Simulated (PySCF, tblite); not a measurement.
# C₆H₁₁OS+: geometry, infrared bands and NMR shifts

Aim: predict the infrared bands and NMR shifts of C₆H₁₁OS+ (`O=CC[S+]1CCCC1`).

Programs: tblite 0.8.0 and PySCF 2.14.0, with density-fitted response routines of our own. Each step states its level of theory. These are calculated values for one molecule in the gas phase, unless marked as measured. Atoms are numbered from 0 throughout.

## 1. The molecule as given

19 atoms, charge 1, multiplicity 1; geometry from: force field or distance geometry start.

Bonds of the start (Å): O0–C1 1.23, C1–C2 1.50, C2–S3 1.78, S3–C4 1.76, C4–C5 1.51, C5–C6 1.50, C6–C7 1.52, C7–S3 1.80, C1–H8 1.10, C2–H9 1.12, C2–H10 1.09, C4–H11 1.11, C4–H12 1.12, C5–H13 1.11, C5–H14 1.12, C6–H15 1.13, C6–H16 1.12, C7–H17 1.12, C7–H18 1.08.

## 2. Optimising the geometry with GFN2-xTB

Job settings and geometry (Å):

```
{"job": {"kind": "relax", "xc": "GFN2-xTB", "basis": "xTB"}, "charge": 1, "multiplicity": 1}
O      3.162600     0.668600     1.465300
C      2.877400    -0.166900     0.602500
C      1.983500     0.283000    -0.509100
S      0.424600     0.607200     0.280200
C     -0.830300     1.158600    -0.821700
C     -1.902200     0.107600    -0.635500
C     -1.790200    -0.444000     0.754000
C     -0.357800    -0.938700     0.776800
H      3.269000    -1.194200     0.646200
H      1.888200    -0.576700    -1.221900
H      2.371800     1.199600    -0.965000
H     -0.508800     1.180500    -1.885000
H     -1.246900     2.127400    -0.456600
H     -2.908900     0.552400    -0.790500
H     -1.687900    -0.734000    -1.339600
H     -2.532000    -1.272400     0.936900
H     -1.968000     0.392500     1.475300
H     -0.240400    -1.668300    -0.066100
H     -0.013300    -1.272900     1.746400
```

The run is started by

```bash
$ OMP_NUM_THREADS=1 python probes_run.py task.json out
```

This one command runs all jobs of the session in turn.

**Question.** This job is followed by: GFN2-xTB harmonic vibrations, gas phase; GIAO PBE0/pcSseg-1 NMR shielding, non-relativistic, gas phase. What will the session give for the following? strongest single infrared mode (GFN2-xTB); zero-point energy (GFN2-xTB); 13C shifts against TMS (PBE0/pcSseg-1, means over atoms taken as alike); 1H shifts against TMS (PBE0/pcSseg-1, means over atoms taken as alike); 17O shifts against H2O (PBE0/pcSseg-1); 33S shifts against CS2 (PBE0/pcSseg-1).

**Answer**, as computed:

```
                                                               quantity                                   value
                              strongest single infrared mode (GFN2-xTB)                   1784 cm⁻¹, 162 km/mol
                                           zero-point energy (GFN2-xTB)                           98.9 kcal/mol
13C shifts against TMS (PBE0/pcSseg-1, means over atoms taken as alike)             197.0, 69.2, 51.2, 33.3 ppm
 1H shifts against TMS (PBE0/pcSseg-1, means over atoms taken as alike)  9.87, 4.36, 3.92, 3.06, 2.53, 2.42 ppm
                                 17O shifts against H2O (PBE0/pcSseg-1)                               733.1 ppm
                                 33S shifts against CS2 (PBE0/pcSseg-1)                                  97 ppm
```

**Reading.** Over 103 steps the energy fell by 1.109 eV; of the close pairs, S3–C4 changed most, 1.759 to 1.832 Å. All 51 modes are real, so the xTB geometry is a minimum. The strongest single mode, at 1784 cm⁻¹, moves mainly C1 and O0. Unscaled tight-binding wavenumbers are off by several per cent, some by more. Its intensities can rank the bands wrongly. At PBE0/pcSseg-1: The widest tensor belongs to O0: span 1384 ppm, with a paramagnetic part of -801 ppm.
